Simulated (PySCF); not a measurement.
# CH3F3SeSi: the cost of one run

Computed with PySCF 2.14.0, with density-fitted response routines of our own, on a single molecule in the gas phase. Atoms are numbered from 0 throughout.

## 1. Starting geometry

9 atoms, charge 0, multiplicity 1; geometry from: GFN2-xTB. The atoms were then displaced at random by about 0.01 Å, so the start is not that level's minimum.

Bonds of the start (Å): F0–C1 1.34, C1–F2 1.36, C1–F3 1.37, C1–Si4 1.95, Si4–Se5 2.26, Si4–H6 1.46, Si4–H7 1.45, Se5–H8 1.44.

## 2. Relaxing the molecule at PBE0-D3(BJ)/def2-SVP

Job settings and geometry (Å):

```
{"job": {"xc": "PBE0", "basis": "def2-SVP", "d3": "d3bj", "grid": 1, "shake": 0.01, "kind": "geom"}, "charge": 0, "multiplicity": 1}
F     -1.515000     0.138310     1.370360
C     -1.039140     0.225480     0.119460
F     -2.030850    -0.173340    -0.716390
F     -0.806110     1.546050    -0.136790
Si     0.572820    -0.860670    -0.086760
Se     2.310760     0.578780    -0.174760
H      0.620540    -1.685460     1.121200
H      0.385750    -1.587340    -1.322370
H      1.559040     1.801040    -0.207690
```

The run is started by

```sh
$ OMP_NUM_THREADS=1 python probes_run.py task.json out
```

One launch serves the whole session: the jobs run in the order shown.

**Question.** How long does this first job take on 1 thread of Arm Neoverse N1, shared host, and how much memory does it need?

About 2.3 min, with a peak of 0.51 GiB.
